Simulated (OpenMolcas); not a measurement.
**SiHClOF (SMILES [O][SiH](F)Cl): ROHF/ANO-L-MB (RICD fitting)**

Aim: the energy difference between two shapes of SiHClOF at ROHF/ANO-L-MB (RICD fitting), from 2 runs. 

The calculation is run with OpenMolcas 26.06.

15 further runs of the same task are left out: 4 that didn't finish, 11 set aside as unsound or not needed.

### Step 1. The structure to begin with

SiHClOF: 5 atoms, total charge 0, spin state doublet. SMILES: `[O][SiH](F)Cl`. The coordinates come from a GFN2-xTB relaxation.

Bond lengths: O1–Si2 1.516 Å, Si2–F3 1.602 Å, Si2–Cl4 2.081 Å, Si2–H5 1.491 Å. Angles: O1–Si2–F3 121.6°, O1–Si2–Cl4 121.7°, F3–Si2–Cl4 102.1°, O1–Si2–H5 114.7°, F3–Si2–H5 101.3°, Cl4–Si2–H5 89.3°.

### Step 2. Energy and gradient at ROHF/ANO-L-MB (RICD fitting)

File calc.inp:

```
* ClFHOSi Hartree-Fock
>>> EXPORT MOLCAS_PRINT=2
&GATEWAY
Coord
5
angstrom
O       -1.464260       0.870400       0.290780
Si      -0.136370       0.161930       0.107360
F        1.013460       0.234270       1.220380
Cl      -0.030480      -1.825310      -0.501890
H        0.617640       0.558710      -1.116630
Basis=ANO-L-MB
Group=NoSym
RICD
aCD
&SEWARD
&SCF
UHF
Spin=2
PrOrbitals=1 2
&RASSCF
FileOrb=$Project.UnaOrb
Spin=2
Nactel=1 0 0
Inactive=24
Ras2=1
OutOrbitals=Canonical
OrbListing=NoCore
&ALASKA
```

Launch:

```console
export MOLCAS_MEM=1860
pymolcas calc.inp > calc.log
```

Log:

```text
--- Start Module: gateway ---
[...]
--- Stop Module: gateway /rc=_RC_ALL_IS_WELL_ ---
[...]
      Basis functions           29
[...]
       Convergence after  25 Iterations
[...]
::    Total SCF energy                               -923.0674255989
[...]
      Total spin, S                                     0.5037058659
[...]
--- Start Module: rasscf ---
[...]
      Number of active orbitals                  1
[...]
      Spin quantum number                      0.5
[...]
      Active orbitals                            1
[...]
      Number of CSFs                             1
[...]
      Number of root(s) required                 1
[...]
      Convergence after 21 iterations
[...]
      printout of CI-coefficients larger than  0.05 for root  1
      energy=    -923.065962
      conf/sym  1     Coeff  Weight
             1  u   1.00000 1.00000
      Natural orbitals and occupation numbers for root  1
      sym 1:   1.000000
      ************************************************************************************************************************
      *                                                    Final results                                                     *
[...]
::    RASSCF root number  1 Total energy:   -923.06596166
[...]
      Total electronic charge=   49.000000
      Total            charge=   -0.000000
[...]
      Dipole Moment (debye):
      Origin of the operator (angstrom)=   -0.0851   -0.4079    0.1229
                   X= -8.2346E-01               Y=  1.5401E+00               Z= -9.7360E-02           Total=  1.7491E+00
      Quadrupole Moment (debye*angstrom):
[...]
--- Stop Module: rasscf /rc=_RC_ALL_IS_WELL_ ---
[...]
--- Start Module: alaska ---
[...]
 *              Molecular gradients               *
 **************************************************
  Irreducible representation: a
 ------------------------------------------------------------------------------------------
                              X                       Y                       Z
 ------------------------------------------------------------------------------------------
  O1                1.75366103193388E-01   -9.21147726813416E-02   -2.85619982153229E-02
  SI2              -4.80285835984007E-02    2.79491318375591E-02   -3.24419613096474E-02
  F3               -5.84145712289423E-02   -6.91136883077048E-03   -6.92279784355474E-02
  CL4              -2.23696196001522E-03    9.64056128482973E-02    3.07681924569874E-02
  H5               -6.66859864060294E-02   -2.53286031737332E-02    9.94637455035217E-02
 ------------------------------------------------------------------------------------------
--- Stop Module: alaska /rc=_RC_ALL_IS_WELL_ ---
[...]
```

It took 7.2 s on 1 thread of Arm Neoverse V1, shared host.

### Step 3. The distorted shape

File calc.input:

```
&GATEWAY
Coord
5
angstrom
O       -1.448268       0.763890       0.337887
Si      -0.185482       0.305862       0.234649
F        1.078253       0.339093       1.299857
Cl      -0.035531      -1.702353      -0.516833
H        0.574580       0.436761      -1.101703
Basis=ANO-L-MB
Group=NoSym
RICD
aCD
&SEWARD
&SCF
UHF
Spin=2
PrOrbitals=1 2
&RASSCF
FileOrb=$Project.UnaOrb
Spin=2
Nactel=1 0 0
Inactive=24
Ras2=1
OutOrbitals=Canonical
OrbListing=NoCore
&ALASKA
```

Launch:

```console
export MOLCAS_MEM=1860
pymolcas calc.input > calc.log
```

Log:

```text
--- Start Module: gateway ---
[...]
--- Stop Module: gateway /rc=_RC_ALL_IS_WELL_ ---
[...]
      Basis functions           29
[...]
       Convergence after  38 Iterations
[...]
::    Total SCF energy                               -922.9318313929
[...]
      Total spin, S                                     0.5297894404
[...]
--- Start Module: rasscf ---
[...]
      Number of active orbitals                  1
[...]
      Spin quantum number                      0.5
[...]
      Active orbitals                            1
[...]
      Number of CSFs                             1
[...]
      Number of root(s) required                 1
[...]
      Convergence after 24 iterations
[...]
      printout of CI-coefficients larger than  0.05 for root  1
      energy=    -922.925176
      conf/sym  1     Coeff  Weight
             1  u   1.00000 1.00000
      Natural orbitals and occupation numbers for root  1
      sym 1:   1.000000
      ************************************************************************************************************************
      *                                                    Final results                                                     *
[...]
::    RASSCF root number  1 Total energy:   -922.92517581
[...]
      Total electronic charge=   49.000000
      Total            charge=   -0.000000
[...]
      Dipole Moment (debye):
      Origin of the operator (angstrom)=   -0.0862   -0.3221    0.1767
                   X= -7.2165E-01               Y=  2.2811E+00               Z=  1.9894E-01           Total=  2.4007E+00
      Quadrupole Moment (debye*angstrom):
[...]
--- Stop Module: rasscf /rc=_RC_ALL_IS_WELL_ ---
[...]
--- Start Module: alaska ---
[...]
 *              Molecular gradients               *
 **************************************************
  Irreducible representation: a
 ------------------------------------------------------------------------------------------
                              X                       Y                       Z
 ------------------------------------------------------------------------------------------
  O1                4.12856569291890E-01   -1.57609033314863E-01   -4.61007116734640E-02
  SI2              -3.05427367995256E-01    8.97566474893132E-02   -2.23600476684300E-02
  F3               -4.57977399209746E-02   -6.38838451754120E-03   -5.21281607191764E-02
  CL4              -3.57698152163533E-03    7.75546134676510E-02    2.64576926166171E-02
  H5               -5.80544798540581E-02   -3.31384312453997E-03    9.41312274444472E-02
 ------------------------------------------------------------------------------------------
--- Stop Module: alaska /rc=_RC_ALL_IS_WELL_ ---
[...]
```

Run time: 7.5 s. Hardware: 1 thread of Arm Neoverse V1, shared host.

### Step 4. What came out

At ROHF/ANO-L-MB (RICD fitting):

| quantity | value |
| --- | --- |
| first shape: total energy | -923.06596 Eh |
| first shape: dipole moment | 1.75 D |
| distorted shape: total energy | -922.92518 Eh |
| distorted shape: dipole moment | 2.40 D |
| energy change with the atoms displaced | 3.831 eV |

This program's gradients are faulty for this kind of reference, so any forces in the log (distorted shape) can't be trusted; the energy can. This program's gradients are faulty for this kind of reference, so any forces in the log (first shape) can't be trusted; the energy can. With the atoms displaced the energy rises by 3.83 eV (88 kcal/mol). The first shape isn't relaxed at this level, so the change isn't measured from a minimum. The minimal basis adds a large error of its own. Mulliken charges (distorted shape) run from -0.68 on O1 to +1.62 on Si2; they depend strongly on the basis.
